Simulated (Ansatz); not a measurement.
# CH₅PSSi: up Jacob's ladder to CCSD(T)

An exercise on one series of results from a longer session: the logs are not shown, and one member is left open.

The runs use Ansatz 0.2.0, Gaussian basis; functionals in def2-TZVPP, the program's frozen cores in correlated methods.

Levels to be run: LDA (SPW92), PBE-D4, revPBE-D4, BLYP-D4, r2SCAN-D4, B97M-V, PBE0-D4, B3LYP-D4, r2SCANh-D4, r2SCAN0-D4, HSE06-D4, BHLYP-D4, CAM-B3LYP-D4, LC-ωPBE, ωB97X-V, ωB97M-V, B2PLYP, PBE-QIDH; CCSD(T)/def2-SVP; CCSD(T)/def2-TZVPP; MP2/def2-QZVPP; extrapolation to the limit; RPA on PBE.

## The relaxed structure

An earlier PBE0-D4 in a triple-zeta def2 set relaxation fixed the geometry.

SMILES `P[SiH]1CS1`, 9 atoms, charge 0, spin multiplicity 1.

Atoms are counted from 1 here; the program's logs count them from 0.

Bond lengths: P1–Si2 2.238 Å, P1–H5 1.421 Å, P1–H6 1.420 Å, Si2–C3 1.841 Å, Si2–S4 2.090 Å, Si2–H7 1.482 Å, C3–S4 1.864 Å, C3–H8 1.086 Å, C3–H9 1.086 Å. Angles: Si2–P1–H5 93.2°, Si2–P1–H6 92.5°, H5–P1–H6 93.7°, P1–Si2–C3 119.6°, P1–Si2–S4 123.3°, P1–Si2–H7 111.8°, C3–Si2–S4 56.2°, C3–Si2–H7 118.0°, S4–Si2–H7 117.6°, Si2–C3–S4 68.7°, Si2–C3–H8 119.9°, Si2–C3–H9 120.2°, S4–C3–H8 113.0°, S4–C3–H9 113.2°, H8–C3–H9 113.3°, Si2–S4–C3 55.1°.

As a file:

```xyz
9

P    -1.69633    1.10329    0.53820
Si   -0.20922   -0.55383    0.31384
C     1.55352   -0.15150   -0.03086
S     0.75369   -0.99651   -1.48742
H    -2.73179    0.36826   -0.09984
H    -1.27337    1.72969   -0.66346
H    -0.49854   -1.68045    1.23141
H     1.84392    0.87374   -0.24111
H     2.34642   -0.73899    0.42195
```

Set-up of the first run:

in.yaml

```yaml
crystal:
  periodic: [false, false, false]
  atoms:
    - {symbol: P, position_ang: [-1.696334, 1.103291, 0.538196]}
    - {symbol: Si, position_ang: [-0.209219, -0.553835, 0.313838]}
    - {symbol: C, position_ang: [1.553523, -0.151496, -0.030862]}
    - {symbol: S, position_ang: [0.753686, -0.996510, -1.487423]}
    - {symbol: H, position_ang: [-2.731791, 0.368264, -0.099843]}
    - {symbol: H, position_ang: [-1.273370, 1.729693, -0.663462]}
    - {symbol: H, position_ang: [-0.498536, -1.680452, 1.231412]}
    - {symbol: H, position_ang: [1.843918, 0.873738, -0.241107]}
    - {symbol: H, position_ang: [2.346422, -0.738994, 0.421951]}
basis:
  gaussian: {orbitals: def2-TZVPP}
hamiltonian: {xc: lda}
output: {orbitals: {seedname: orbitals}}
```

Command:

```sh
$ ansatz run in.yaml --threads 2 --pin off --events-out ev --progress --plain --max-ram 4352MiB
```

Steps of the session up to this table: LDA; PBE-D4 (GGA); revPBE-D4 (GGA); BLYP-D4 (GGA); r2SCAN-D4 (meta-GGA); B97M-V (meta-GGA); B3LYP-D4 (hybrid); r2SCANh-D4 (hybrid); r2SCAN0-D4 (hybrid); HSE06-D4 (hybrid); BHLYP-D4 (hybrid); CAM-B3LYP-D4 (range-separated); LC-ωPBE (range-separated); ωB97X-V (range-separated); ωB97M-V (range-separated); B2PLYP (double hybrid); PBE-QIDH (double hybrid).

One table of the session follows, with a row left open; its other results are not shown here.

It belongs to the step «Frontier levels by functional». 

| functional | HOMO (eV) | gap (eV) |
| --- | --- | --- |
| LDA (SPW92) | -5.80 | 4.23 |
| PBE-D4 | ? | ? |
| revPBE-D4 | -5.66 | 4.35 |
| BLYP-D4 | -5.51 | 4.27 |
| r2SCAN-D4 | -5.94 | 4.78 |
| B97M-V | -6.03 | 4.85 |
| PBE0-D4 | -6.86 | 6.31 |
| B3LYP-D4 | -6.61 | 5.86 |
| r2SCANh-D4 | -6.37 | 5.51 |
| r2SCAN0-D4 | -7.02 | 6.59 |
| HSE06-D4 | -6.46 | 5.54 |
| BHLYP-D4 | -7.86 | 8.24 |
| CAM-B3LYP-D4 | -8.12 | 8.62 |
| LC-ωPBE | -9.51 | 11.08 |
| ωB97X-V | -9.16 | 10.64 |
| ωB97M-V | -8.97 | 10.25 |

**Question.** Estimate the row for PBE-D4.

The run gave: HOMO (eV): -5.70; gap (eV): 4.31. In the column «HOMO (eV)» it lies between LDA (SPW92) (-5.80) and revPBE-D4 (-5.66).
